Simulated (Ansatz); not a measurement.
# SbH (singlet): wave-function methods side by side, def2-TZVPD

The task here is to estimate one member of a computed series from the others.

Program: Ansatz 0.2.0, Gaussian basis. Level of theory: def2-TZVPD, core rule «outside noble gas», up to 9 orbitals frozen. These are calculated values, not measurements.

Plan: UHF; CCSD(T) on RHF; CCSD(T) on UHF; BCCD(T) on RHF; CISD; CCSDT(Q) on RHF; CCSDT(Q) on UHF; CASSCF and MRCISD+Q, 6 electrons in 5 orbitals; CASSCF and NEVPT2, 6 electrons in 5 orbitals.

12 further runs of the same task are left out: 5 that didn't finish, 7 set aside as unsound or not needed.

## The geometry

The geometry is a PBE0/def2-TZVPD stationary point (not a proven minimum) of the parent state, kept for this charge and spin. No spin-orbit coupling is included. Elements past krypton take def2 core potentials.

2 atoms, charge 0, spin multiplicity 1.

Atoms are counted from 1 here; the program's logs count them from 0.

Bond lengths: Sb1–H2 1.734 Å.

Set-up of the first run:

The input, in.yaml:

```yaml
crystal:
  periodic: [false, false, false]
  atoms:
    - {symbol: Sb, position_ang: [0.000000, 0.000000, 0.000000]}
    - {symbol: H, position_ang: [0.000000, 0.000000, 1.733800]}
basis:
  gaussian: {orbitals: def2-TZVPD}
magnetization: {spin_polarized: true, initial_magnetization: 0}
hamiltonian: {xc: hf}
output: {orbitals: {seedname: orbitals}}
```

Command:

```bash
ansatz run in.yaml --threads 1 --pin off --events-out ev --progress --plain --max-ram 2393MiB
```

Among the steps run: UHF; CCSD(T) on RHF; CCSD(T) on UHF; BCCD(T) on RHF; CISD; CCSDT(Q) on RHF; CCSDT(Q) on UHF; CASSCF and MRCISD+Q, 6 electrons in 5 orbitals; CASSCF and NEVPT2, 6 electrons in 5 orbitals.

One table of the session follows, with a row left open; its other results are not shown here.

| method | from RCCSDT(Q) (kJ/mol) |
| --- | --- |
| RHF | +357.5 |
| UHF | +232.6 |
| RMP2 | +105.4 |
| UMP2 | +22.4 |
| CISD | +53.4 |
| RCCSD | +33.3 |
| UCCSD | -42.0 |
| RCCSD(T) | +16.5 |
| UCCSD(T) | -56.2 |
| BCCD(T) | +16.5 |
| RCCSDT | +2.2 |
| UCCSDT | -77.6 |
| RCCSDT(Q) | 0 |
| UCCSDT(Q) | ? |
| CASSCF valence | +255.9 |
| NEVPT2 valence | +61.8 |
| MRCISD valence | +14.4 |
| MRCISD+Q valence | -1.1 |

Estimate the missing values for UCCSDT(Q).

**Answer.** from RCCSDT(Q) (kJ/mol): -82.3. In the column «from RCCSDT(Q) (kJ/mol)» it is the lowest.

The program flags UCCSD(T), RCCSDT(Q), UCCSDT(Q) as in doubt (see the logs), so the zero of the table is itself unsure.

To keep in mind: The determinant is far from a pure spin state, so its energy mixes those of several spin states (harmless only where they are near-degenerate, as at dissociation). The report flags that the cluster equations may have other roots. The program flags UCCSD(T), RCCSDT(Q), UCCSDT(Q) as in doubt, so the zero of the table is itself unsure. Warnings: restricted reference is unstable; spin contamination. Restricted and unrestricted rows rest on different reference determinants; where their highest levels disagree by more than a few hundredths of an eV, they describe different states and don't form one ladder.
